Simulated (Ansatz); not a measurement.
# H₇NSiSn: one species, many methods

An exercise on one series of results from a longer session: the logs are not shown, and one member is left open.

Computed with Ansatz 0.2.0, Gaussian basis. Level: functionals in def2-TZVPP, the program's frozen cores in correlated methods.

Plan: LDA (SPW92), PBE-D4, revPBE-D4, BLYP-D4, r2SCAN-D4, B97M-V, PBE0-D4, B3LYP-D4, r2SCANh-D4, r2SCAN0-D4, HSE06-D4, BHLYP-D4, CAM-B3LYP-D4, LC-ωPBE, ωB97X-V, ωB97M-V, B2PLYP, PBE-QIDH; CCSD(T)/def2-SVP; CCSD(T)/def2-TZVPP; MP2/def2-QZVPP; extrapolation to the limit; RPA on PBE.

## The geometry

An earlier PBE0-D4 in a triple-zeta def2 set relaxation fixed the geometry. Sn takes the def2 core potential; no spin-orbit term is included.

SMILES `N[SiH2][SnH3]`, 10 atoms, charge 0, spin multiplicity 1.

Atoms are counted from 1 here; the program's logs count them from 0.

Bond lengths: N1–Si2 1.724 Å, N1–H4 1.007 Å, N1–H5 1.008 Å, Si2–Sn3 2.563 Å, Si2–H6 1.487 Å, Si2–H7 1.496 Å, Sn3–H8 1.712 Å, Sn3–H9 1.708 Å, Sn3–H10 1.709 Å. Angles: Si2–N1–H4 119.8°, Si2–N1–H5 119.5°, H4–N1–H5 110.8°, N1–Si2–Sn3 108.1°, N1–Si2–H6 107.5°, N1–Si2–H7 115.7°, Sn3–Si2–H6 110.6°, Sn3–Si2–H7 108.4°, H6–Si2–H7 106.6°, Si2–Sn3–H8 110.3°, Si2–Sn3–H9 111.9°, Si2–Sn3–H10 111.7°, H8–Sn3–H9 107.4°, H8–Sn3–H10 107.4°, H9–Sn3–H10 107.9°.

Geometry (Å):

| atom | x (Å) | y (Å) | z (Å) |
| --- | --- | --- | --- |
| N1 | -1.56081 | 0.48876 | -0.88839 |
| Si2 | 0.07185 | 0.86101 | -0.47989 |
| Sn3 | 0.94845 | -0.98896 | 1.06237 |
| H4 | -1.79419 | -0.42939 | -1.23053 |
| H5 | -2.13530 | 1.19066 | -1.32830 |
| H6 | 0.06880 | 2.17098 | 0.22435 |
| H7 | 1.01447 | 0.99938 | -1.63322 |
| H8 | 0.58317 | -2.52955 | 0.41017 |
| H9 | 0.24174 | -0.91188 | 2.61547 |
| H10 | 2.64502 | -0.90233 | 1.25087 |

The first run:

in.yaml

```yaml
crystal:
  periodic: [false, false, false]
  atoms:
    - {symbol: N, position_ang: [-1.560807, 0.488763, -0.888390]}
    - {symbol: Si, position_ang: [0.071853, 0.861015, -0.479885]}
    - {symbol: Sn, position_ang: [0.948447, -0.988960, 1.062367]}
    - {symbol: H, position_ang: [-1.794192, -0.429389, -1.230535]}
    - {symbol: H, position_ang: [-2.135304, 1.190661, -1.328302]}
    - {symbol: H, position_ang: [0.068799, 2.170981, 0.224353]}
    - {symbol: H, position_ang: [1.014468, 0.999385, -1.633222]}
    - {symbol: H, position_ang: [0.583172, -2.529548, 0.410167]}
    - {symbol: H, position_ang: [0.241745, -0.911878, 2.615474]}
    - {symbol: H, position_ang: [2.645020, -0.902331, 1.250873]}
basis:
  gaussian: {orbitals: def2-TZVPP}
hamiltonian: {xc: lda}
output: {orbitals: {seedname: orbitals}}
```

Launch:

```bash
> ansatz run in.yaml --threads 2 --pin off --events-out ev --progress --plain --max-ram 4352MiB
```

Among the steps run: LDA; PBE-D4 (GGA); revPBE-D4 (GGA); BLYP-D4 (GGA); r2SCAN-D4 (meta-GGA); B97M-V (meta-GGA); PBE0-D4 (hybrid); B3LYP-D4 (hybrid); r2SCANh-D4 (hybrid); r2SCAN0-D4 (hybrid); HSE06-D4 (hybrid); BHLYP-D4 (hybrid); CAM-B3LYP-D4 (range-separated); LC-ωPBE (range-separated); ωB97X-V (range-separated); ωB97M-V (range-separated); B2PLYP (double hybrid); PBE-QIDH (double hybrid).

One of the session's tables, all rows but one given; the rest of the session is left out.

It belongs to the step «Frontier levels by functional». 

```
  functional  HOMO (eV)  gap (eV)
 LDA (SPW92)      -6.11      4.89
      PBE-D4      -6.01      4.96
   revPBE-D4      -5.97      5.01
     BLYP-D4          ?         ?
   r2SCAN-D4      -6.30      5.59
      B97M-V      -6.42      5.46
     PBE0-D4      -7.27      7.01
    B3LYP-D4      -7.08      6.60
  r2SCANh-D4      -6.77      6.33
  r2SCAN0-D4      -7.46      7.41
    HSE06-D4      -6.88      6.25
    BHLYP-D4      -8.38      8.88
CAM-B3LYP-D4      -8.59      9.25
     LC-ωPBE      -9.88     11.67
     ωB97X-V      -9.57     11.20
     ωB97M-V      -9.41     10.70
```

Q: Estimate the row for BLYP-D4 from the others.

Worked estimate for «HOMO (eV)». Against the share of exact exchange, B3LYP-D4 (0.2, -7.08), BHLYP-D4 (0.5, -8.38) give a slope of -4.33 per unit share; at 0 the line stands at -6.21.

The run gave: HOMO (eV): -5.90; gap (eV): 4.96. In «HOMO (eV)» the line misses by -0.31.
